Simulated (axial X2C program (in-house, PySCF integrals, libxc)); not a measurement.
**Linear HTiH⁻ at several levels**

How do method and spin–orbit coupling move the bonds and stretches of HTiH⁻, held linear?

The runs use an in-house X2C program for linear molecules on PySCF integrals; all-electron X2C, two-component (2c) or spin-free, H dyall-v3z, Ti dyall-v3z.

All values are calculated.

2 further runs of the same task are left out: 2 set aside as unsound or not needed.

## 1. Input

The input, task.json:

```json
{"zs": [1, 22, 1], "q": -1, "bas": ["dyall-v3z", "dyall-v3z", "dyall-v3z"], "r0": [1.68, 1.68], "symm": 1, "scan": ["PBE0", "HF", "PBE"], "levels": ["PBE0", "HF", "LDA"], "nst": 2}
```

Keys: zs atomic numbers; q charge; bas basis sets; r0 starting distance in Å; symm equal bonds; scan levels of the two-bond scan (MP2 follows by itself at each HF point); levels methods; nst determinants followed.

Launch:

```
python solin.py task.json out
```

Masses H 1.008, Ti 47.948, H 1.008 u.

## 2. Scan at PBE0, 2c

State: Ω = 3/2 (beyond evenly filled blocks: ω = 1/2, ω = -3/2, ω = 5/2). Energies above the lowest point, from the job's result record:

| r(H–Ti) (Å) | r(Ti–H) (Å) | E (meV) |
| --- | --- | --- |
| 1.8769 | 1.8769 | 14.20 |
| 1.8769 | 1.9250 | 6.33 |
| 1.8769 | 1.9731 | 11.42 |
| 1.9250 | 1.8769 | 6.33 |
| 1.9250 | 1.9250 | 0.00 |
| 1.9250 | 1.9731 | 6.56 |
| 1.9250 | 2.0213 | 23.90 |
| 1.9731 | 1.8769 | 11.42 |
| 1.9731 | 1.9250 | 6.56 |
| 1.9731 | 1.9731 | 14.50 |
| 2.0213 | 1.9250 | 23.90 |
| 2.0213 | 2.0213 | 53.06 |

A quadratic surface with cubic terms in each bond gives the minimum at 1.924 and 1.924 Å, force constants 0.893, 0.893 and coupling 0.10 mdyn/Å.

## 3. Scan at HF, 2c

State: Ω = 3/2 (beyond evenly filled blocks: ω = 1/2, ω = -3/2, ω = 5/2). Energies above the lowest point, from the job's result record:

| r(H–Ti) (Å) | r(Ti–H) (Å) | E (meV) |
| --- | --- | --- |
| 1.8769 | 1.8769 | 51.03 |
| 1.8769 | 1.9250 | 29.71 |
| 1.8769 | 1.9731 | 22.79 |
| 1.9250 | 1.8769 | 29.71 |
| 1.9250 | 1.9250 | 9.84 |
| 1.9250 | 1.9731 | 4.28 |
| 1.9250 | 2.0213 | 10.73 |
| 1.9731 | 1.8769 | 22.79 |
| 1.9731 | 1.9250 | 4.28 |
| 1.9731 | 1.9731 | 0.00 |
| 2.0213 | 1.9250 | 10.73 |
| 2.0213 | 2.0213 | 16.43 |

A quadratic surface with cubic terms in each bond gives the minimum at 1.966 and 1.966 Å, force constants 0.852, 0.852 and coupling 0.09 mdyn/Å.

## 4. Scan at PBE, 2c

State: Ω = 3/2 (beyond evenly filled blocks: ω = 1/2, ω = -3/2, ω = 5/2). Energies above the lowest point, from the job's result record:

| r(H–Ti) (Å) | r(Ti–H) (Å) | E (meV) |
| --- | --- | --- |
| 1.8769 | 1.8769 | 12.53 |
| 1.8769 | 1.9250 | 5.49 |
| 1.8769 | 1.9731 | 11.03 |
| 1.9250 | 1.8769 | 5.49 |
| 1.9250 | 1.9250 | 0.00 |
| 1.9250 | 1.9731 | 7.01 |
| 1.9250 | 2.0213 | 24.46 |
| 1.9731 | 1.8769 | 11.03 |
| 1.9731 | 1.9250 | 7.01 |
| 1.9731 | 1.9731 | 15.41 |
| 2.0213 | 1.9250 | 24.46 |
| 2.0213 | 2.0213 | 54.20 |

A quadratic surface with cubic terms in each bond gives the minimum at 1.921 and 1.921 Å, force constants 0.873, 0.873 and coupling 0.10 mdyn/Å.

## 5. The levels side by side

| level | r(H–Ti) (Å) | r(Ti–H) (Å) | lower stretch (cm⁻¹) | upper stretch (cm⁻¹) |
| --- | --- | --- | --- | --- |
| PBE0, 2c | 1.924 | 1.924 | 1182.9 | 1290.4 |
| HF, 2c | 1.966 | 1.966 | 1158.0 | 1258.7 |
| PBE, 2c | 1.921 | 1.921 | 1167.4 | 1277.5 |
| MP2, 2c | 1.909 | 1.909 | 1208.3 | 1331.2 |
| PBE0, spin-free | 1.923 | 1.923 | 1183.7 | 1290.9 |
| HF, spin-free | 1.965 | 1.965 | 1158.9 | 1259.3 |
| PBE, spin-free | 1.921 | 1.921 | 1168.0 | 1277.9 |
| MP2, spin-free | 1.909 | 1.909 | 1210.9 | 1333.3 |

Scans not shown above were run alike.

In words: Over the levels the H–Ti bond spans 1.909 to 1.966 Å and the Ti–H bond 1.909 to 1.966 Å. At PBE0 spin–orbit coupling leaves both bonds unchanged to 0.001 Å. Each state is one determinant, the lowest of a limited PBE0 search; the stretches come from a fit to few points and are good to some per cent at best. The stretches are sorted by size, and where the two bonds are alike the symmetric and antisymmetric modes can swap order between levels. MP2 freezes inner shells (threshold -2 hartree). For an anion the highest level of a functional can be positive, and the basis then holds the extra electron. The molecule was held linear; bending was not examined, so a bent shape may lie lower. Note: several unpaired electrons, one determinant need not be a pure state.
